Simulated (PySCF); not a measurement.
# CdSi⁺ (quartet) under other conditions

Aim: change spin, charge, geometry, field or solvent of CdSi⁺ (quartet), one at a time, and compare with the base run.

Method: method and basis as typed in the scripts; program: PySCF 2.14.0.

5 further runs of the same task are left out: 3 for a known fault of the program, 2 that didn't finish.

## Step 1: The system as given

CdSi⁺ (quartet): 2 atoms, charge 1, spin multiplicity 4.

Bond lengths: Cd1–Si2 2.746 Å.

## Step 2: The base run

Input file input.py:

```python
from pyscf import gto, scf, mp

mol = gto.M(
    atom='Cd 0 0 0; Si 0 0 2.746',
    basis='sbkjc',
    ecp={'Cd': 'sbkjc', 'Si': 'sbkjc'},
    charge=1,
    spin=3,
    symmetry=True,
    verbose=4,
)
mf = scf.UHF(mol)
mf.kernel()
mp.MP2(mf).kernel()
mf.dip_moment()
print('orbital energies (hartree):', [e[max(0, n-3):n+3].round(4) for e, n in zip(mf.mo_energy, mol.nelec)])
```

Run with:

```
> OMP_NUM_THREADS=1 python input.py
```

Its log is not repeated here.

It gives: E(SCF) = -169.413781 Eh, E(MP2) − E(SCF) = -0.19323 Eh, ⟨S²⟩ = 3.800.

The bond length is a typed value, not an optimised one. The dipole of an ion depends on the origin. The quartet is typed in the script; nothing here shows that it is the ground state.

## Step 3: Bond 2.554 Å

Edit 1 changes bond length: 2.746 Å → 2.554 Å.

Input file input.py:

```python
from pyscf import gto, scf, mp

mol = gto.M(
    atom='Cd 0 0 0; Si 0 0 2.554',
    basis='sbkjc',
    ecp={'Cd': 'sbkjc', 'Si': 'sbkjc'},
    charge=1,
    spin=3,
    symmetry=True,
    verbose=4,
)
mf = scf.UHF(mol)
mf.kernel()
mp.MP2(mf).kernel()
mf.dip_moment()
print('orbital energies (hartree):', [e[max(0, n-3):n+3].round(4) for e, n in zip(mf.mo_energy, mol.nelec)])
```

Run with:

```
> OMP_NUM_THREADS=1 python input.py
```

## Step 4: Bond 2.828 Å

Edit 2 changes bond length: 2.746 Å → 2.828 Å.

input.py, as its differences from that of step 2:

```diff
@@ -3,3 +3,3 @@
 mol = gto.M(
-    atom='Cd 0 0 0; Si 0 0 2.746',
+    atom='Cd 0 0 0; Si 0 0 2.828',
     basis='sbkjc',
```

## Step 5: Electric field 0.2 a.u.

Edit 3 changes electric field: none → 0.2 a.u.; point-group symmetry: on → off.

input.py, as its differences from that of step 2:

```diff
@@ -8,3 +8,2 @@
     spin=3,
-    symmetry=True,
     verbose=4,
@@ -12,2 +11,7 @@
 mf = scf.UHF(mol)
+field = 0.2  # electric field along z, atomic units
+h = mf.get_hcore() + field*mol.intor('int1e_r')[2]
+mf.get_hcore = lambda *args: h
+e_nuc = mol.energy_nuc() - field*mol.atom_charges() @ mol.atom_coords()[:, 2]
+mf.energy_nuc = lambda *args: e_nuc
 mf.kernel()
```

Q: Predict the outcome of this session. Wanted: for each run, E(SCF); from base; gap, α spin; after the SCF.

**Answer**, as computed:

| run | E(SCF) (hartree) | from base (eV) | cycles | gap, α spin (eV) | after the SCF |
| --- | --- | --- | --- | --- | --- |
| base | -169.413781 | 0 | 16 | 6.94 | MP2 correlation -5.258 eV |
| bond 2.554 Å | -169.413952 | -0.0046 | 17 | 7.04 | MP2 correlation -5.365 eV |
| bond 2.828 Å | -169.413002 | +0.0212 | 17 | 6.91 | MP2 correlation -5.216 eV |
| electric field 0.2 a.u. (poor choice) | -172.227356 | not comparable | 12 | 5.32 | MP2 correlation -5.077 eV |

What this shows: The largest comparable shift of the SCF energy, +0.021 eV, comes with the run “bond 2.828 Å”. Rows marked «poor choice» come from settings spoiled on purpose.
